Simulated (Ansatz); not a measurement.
**C₃H₈GeO: how energies converge with the basis set**

The task here is to estimate one member of a computed series from the others.

The runs use Ansatz 0.2.0, Gaussian basis; one geometry, several basis sets.

Levels to be run: PBE0-D4/def2-SVP; ωB97M-V/def2-SVP; PBE0-D4/def2-QZVPP; ωB97M-V/def2-QZVPP; the functionals' def2-TZVPP values are taken from earlier runs.

### The relaxed structure

The geometry comes from an earlier relaxation with PBE0-D4 in a triple-zeta def2 set; it is a stationary point, not always the lowest conformer.

SMILES `C[CH](C)[Ge][OH]`, 13 atoms, charge 0, spin multiplicity 1.

Atoms are counted from 1 here; the program's logs count them from 0.

Bond lengths: C1–C2 1.517 Å, C1–H6 1.095 Å, C1–H7 1.097 Å, C1–H8 1.096 Å, C2–C3 1.527 Å, C2–Ge4 2.027 Å, C2–H9 1.100 Å, C3–H10 1.095 Å, C3–H11 1.095 Å, C3–H12 1.095 Å, Ge4–O5 1.789 Å, O5–H13 0.963 Å. Angles: C2–C1–H6 112.4°, C2–C1–H7 111.5°, C2–C1–H8 111.6°, H6–C1–H7 108.0°, H6–C1–H8 106.8°, H7–C1–H8 106.2°, C1–C2–C3 112.0°, C1–C2–Ge4 116.4°, C1–C2–H9 109.0°, C3–C2–Ge4 107.3°, C3–C2–H9 107.9°, Ge4–C2–H9 103.6°, C2–C3–H10 112.3°, C2–C3–H11 111.4°, C2–C3–H12 111.5°, H10–C3–H11 107.3°, H10–C3–H12 107.3°, H11–C3–H12 106.9° and more.

Set-up of the first run:

in.yaml

```yaml
crystal:
  periodic: [false, false, false]
  atoms:
    - {symbol: C, position_ang: [-1.117129, -0.212863, 0.382946]}
    - {symbol: C, position_ang: [0.354852, 0.146595, 0.456271]}
    - {symbol: C, position_ang: [1.249473, -1.019184, 0.039835]}
    - {symbol: Ge, position_ang: [0.941388, 1.767742, -0.610690]}
    - {symbol: O, position_ang: [-0.593621, 2.194998, -1.423788]}
    - {symbol: H, position_ang: [-1.763022, 0.602701, 0.723528]}
    - {symbol: H, position_ang: [-1.415597, -0.476783, -0.638616]}
    - {symbol: H, position_ang: [-1.352068, -1.083640, 1.005500]}
    - {symbol: H, position_ang: [0.608013, 0.413223, 1.493028]}
    - {symbol: H, position_ang: [2.313136, -0.767441, 0.099086]}
    - {symbol: H, position_ang: [1.045755, -1.331083, -0.990277]}
    - {symbol: H, position_ang: [1.087229, -1.896000, 0.676131]}
    - {symbol: H, position_ang: [-1.337908, 1.626933, -1.198055]}
basis:
  gaussian: {orbitals: def2-SVP}
hamiltonian: {xc: pbe0, dispersion: d4}
output: {orbitals: {seedname: orbitals}}
```

Started as:

```console
$ ansatz run in.yaml --threads 4 --pin off --events-out ev --progress --plain --max-ram 11315MiB
```

Among the steps run: PBE0-D4 in def2-SVP; ωB97M-V in def2-SVP; PBE0-D4 in def2-QZVPP; ωB97M-V in def2-QZVPP.

One table of the session follows, with a row left open; its other results are not shown here.

It belongs to the step «Density functionals: the series». 

| functional | basis | HOMO (eV) | LUMO (eV) |
| --- | --- | --- | --- |
| PBE0-D4 | def2-SVP | -6.22 | -1.71 |
| PBE0-D4 | def2-TZVPP | -6.26 | -1.80 |
| PBE0-D4 | def2-QZVPP | ? | ? |
| ωB97M-V | def2-SVP | -8.32 | 0.28 |
| ωB97M-V | def2-TZVPP | -8.37 | 0.13 |
| ωB97M-V | def2-QZVPP | -8.41 | -0.02 |

**Question.** Estimate the row for PBE0-D4, def2-QZVPP.

The run gave: HOMO (eV): -6.30; LUMO (eV): -1.88. In the column «HOMO (eV)» it lies between ωB97M-V, def2-SVP (-8.32) and PBE0-D4, def2-TZVPP (-6.26).
